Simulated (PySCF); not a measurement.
**CoO₂F: structure of the triplet**

The task is one start of a wider search on CoO₂F: the triplet, from a trigonal pyramidal start. It is relaxed, tested by its Hessian and followed downhill if it is a saddle.

Computed with PySCF 2.14.0. Level: PBE0, basis Co def2-TZVP, O def2-TZVP, F def2-TZVP, no relativity, density fitting.

**1. Where the work starts**

4 atoms, charge 0, spin multiplicity 3.

Bond lengths: Co1–O2 1.600 Å, Co1–O3 1.600 Å, Co1–F4 1.750 Å. Angles: O2–Co1–O3 99.7°, O2–Co1–F4 99.8°, O3–Co1–F4 99.8°.

```xyz
4
charge 0 multiplicity 3
Co    0.0000    0.0000    0.0000
O    -0.7064    1.2234    0.7512
O    -0.7064   -1.2234    0.7512
F     1.5452    0.0000    0.8216
```

**2. First SCF at the start**

The steps below are one call of a driver around PySCF. For each, scf.py gives the equivalent set-up of the SCF; relaxations use the driver's own optimiser. After this first run the driver tries any further starts and a stability analysis.

scf.py

```python
from pyscf import gto, scf, dft
mol = gto.M(atom='''
Co     0.000000     0.000000     0.000000
O     -0.706400     1.223400     0.751200
O     -0.706400    -1.223400     0.751200
F      1.545200     0.000000     0.821600''',
    basis={'Co': 'def2-TZVP', 'O': 'def2-TZVP', 'F': 'def2-TZVP'},
    charge=0, spin=2)
mf = dft.UKS(mol, xc='PBE0')
mf.grids.atom_grid = (50, 194)
aux = {'Co': 'def2-universal-JKFIT', 'O': 'def2-universal-JKFIT', 'F': 'def2-universal-JKFIT'}
mf = mf.density_fit(auxbasis=aux)
mf.conv_tol = 1e-08
mf.diis_space = 10
mf.max_cycle = 60
mf.init_guess = 'minao'
mf.verbose = 4
mf.kernel()
```

Started as:

```
$ OMP_NUM_THREADS=4 python axn.py task.json out
```

After this run come: Relaxation: trigonal pyramidal start, triplet; Vibrations and properties at this point.

**Question.** What will these runs give? Wanted: minimum; geometry; wavenumbers; dipole moment; highest occupied, lowest empty level; polar-tensor charge of Co1; zero-point energy; atomisation energy; ⟨S²⟩.

**Answer**, as computed:

| quantity | value |
| --- | --- |
| minimum | triplet, C2v |
| geometry | Co–F 1.686 Å, Co–O 1.552 Å (×2); F–Co–O 121.6° (×2), O–Co–O 116.7° |
| wavenumbers (cm⁻¹) | 196 (b1), 225 (b2), 339 (a1), 726 (a1), 980 (b2), 1022 (a1) |
| dipole moment | 0.21 D |
| highest occupied, lowest empty level (either spin) | -10.18, -5.76 eV |
| polar-tensor charge of Co1 | +1.29 e |
| zero-point energy | 20.9 kJ/mol |
| entropy at 298.15 K | 298.4 J/(mol K) |
| atomisation energy (no zero-point energy) | 994 kJ/mol |
| ⟨S²⟩ | 2.039 |

The trigonal pyramidal start (Cs) ends in a minimum of C2v symmetry. The strongest infrared band lies at 980 cm⁻¹ (b2, stretch). Most of the spin sits on Co1 (Mulliken spin 1.27, against 2 for the whole molecule). The first SCF alone would have been 3 kJ/mol too high. Other starts or spin states, not run here, may lie lower. One determinant may miss the lowest occupation of an open d or f shell.
